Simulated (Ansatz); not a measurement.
# CH3Ge+ (triplet): from Hartree-Fock to the top rungs, cc-pVDZ

How much of the correlation energy of CH3Ge+ (triplet) does each wave-function method recover here?

Computed with Ansatz 0.2.0, Gaussian basis. Level: cc-pVDZ, core rule «outside noble gas», up to 15 orbitals frozen.

To be run: UHF; CCSD(T) on ROHF; CCSD(T) on UHF; BCCD(T) on ROHF; CISD; CCSDT(Q) on ROHF; CCSDT(Q) on UHF.

26 further runs of the same task are left out: 1 for a known fault of the program, 10 that didn't finish, 15 set aside as unsound or not needed.

**1. The system**

The geometry is a PBE0/def2-TZVP stationary point (not a proven minimum) of the parent state, kept for this charge and spin. No spin-orbit coupling is included. The filled d shell of Ge may be among the frozen orbitals whatever the setting's name suggests; the logs give the count.

5 atoms, charge 1, spin multiplicity 3.

Atoms are counted from 1 here; the program's logs count them from 0.

Bond lengths: Ge1–C2 1.989 Å, C2–H3 1.100 Å, C2–H4 1.093 Å, C2–H5 1.093 Å. Angles: Ge1–C2–H3 104.9°, Ge1–C2–H4 113.6°, Ge1–C2–H5 113.6°, H3–C2–H4 107.2°, H3–C2–H5 107.2°, H4–C2–H5 109.9°.

Geometry (Å):

```
Ge    0.0000    0.0000    0.3544
C     0.0103    0.0000   -1.6349
H    -1.0513    0.0000   -1.9236
H     0.4627    0.8945   -2.0693
H     0.4627   -0.8945   -2.0693
```

**2. UHF**

Contents of in.yaml:

```yaml
crystal:
  periodic: [false, false, false]
  atoms:
    - {symbol: Ge, position_ang: [0.000048, 0.000000, 0.354437]}
    - {symbol: C, position_ang: [0.010265, 0.000000, -1.634875]}
    - {symbol: H, position_ang: [-1.051269, -0.000009, -1.923563]}
    - {symbol: H, position_ang: [0.462733, 0.894528, -2.069318]}
    - {symbol: H, position_ang: [0.462748, -0.894520, -2.069318]}
basis:
  gaussian: {orbitals: cc-pVDZ}
total_charge: 1
magnetization: {spin_polarized: true, initial_magnetization: 2}
hamiltonian: {xc: hf}
output: {orbitals: {seedname: orbitals}}
```

Launch:

```
> ansatz run in.yaml --threads 1 --pin off --events-out ev --progress --plain --max-ram 2393MiB
```

The runs that follow: CCSD(T) on ROHF; CCSD(T) on UHF; BCCD(T) on ROHF; CISD; CCSDT(Q) on ROHF; CCSDT(Q) on UHF.

Before running them: what should the planned runs give, taken together? Wanted: UCCSDT(Q) below the RHF energy; RMP2 from UCCSDT(Q); UMP2 from UCCSDT(Q); RCCSD from UCCSDT(Q); RCCSD(T) from UCCSDT(Q); UCCSD(T) from UCCSDT(Q); RCCSDT(Q) from UCCSDT(Q); T1 diagnostic.

**Answer**, as computed:

| quantity | value |
| --- | --- |
| UCCSDT(Q) below the RHF energy | -6.0417 eV |
| RMP2 from UCCSDT(Q) | +994.8 meV |
| UMP2 from UCCSDT(Q) | +1028.6 meV |
| RCCSD from UCCSDT(Q) | +204.8 meV |
| RCCSD(T) from UCCSDT(Q) | +40.6 meV |
| UCCSD(T) from UCCSDT(Q) | +30.8 meV |
| RCCSDT(Q) from UCCSDT(Q) | +10.9 meV |
| levels within 1 kcal/mol (43 meV) | RCCSD(T), UCCSD(T), BCCD(T), RCCSDT, UCCSDT, RCCSDT(Q) |
| T1 diagnostic | 0.021 |

In words: RCCSD(T) misses by +40.6 meV, 0.7 % of the correlation energy. These misses are within one basis, not against nature; the frozen cores of restricted and unrestricted runs differ, which can shift their rows.
